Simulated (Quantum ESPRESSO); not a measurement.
Cu:

```
Cu
1.0
     0.00000    1.80745    1.80745
     1.80745    0.00000    1.80745
     1.80745    1.80745    0.00000
Cu
1
Direct
  0.00000 0.00000 0.00000
```

Base run:

```yaml
Program: Quantum ESPRESSO 7.5
Functional: PBE
Potentials_or_basis: SSSP 1.3 efficiency PBE
Cutoff: 748 eV
Density_cutoff: 5987 eV
k_mesh: 16 × 16 × 16
Occupations: fermi-dirac, width 0.05 eV
Spin: no spin polarisation
```

Its results: band gap on the k mesh none (metal or under the smearing width); pressure 1.4 GPa.

Task: The run is repeated on the same cell with these changes: hubbard terms from none to Cu d U = 4 eV. What comes out?

Result: Band gap on the k mesh none (metal or under the smearing width); pressure 5.4 GPa.

Caveats: U without spin polarisation on a metal has little footing (some runs); the U is typed as a test and isn't derived for this compound (some runs).

Not every run made on this cell is shown here.
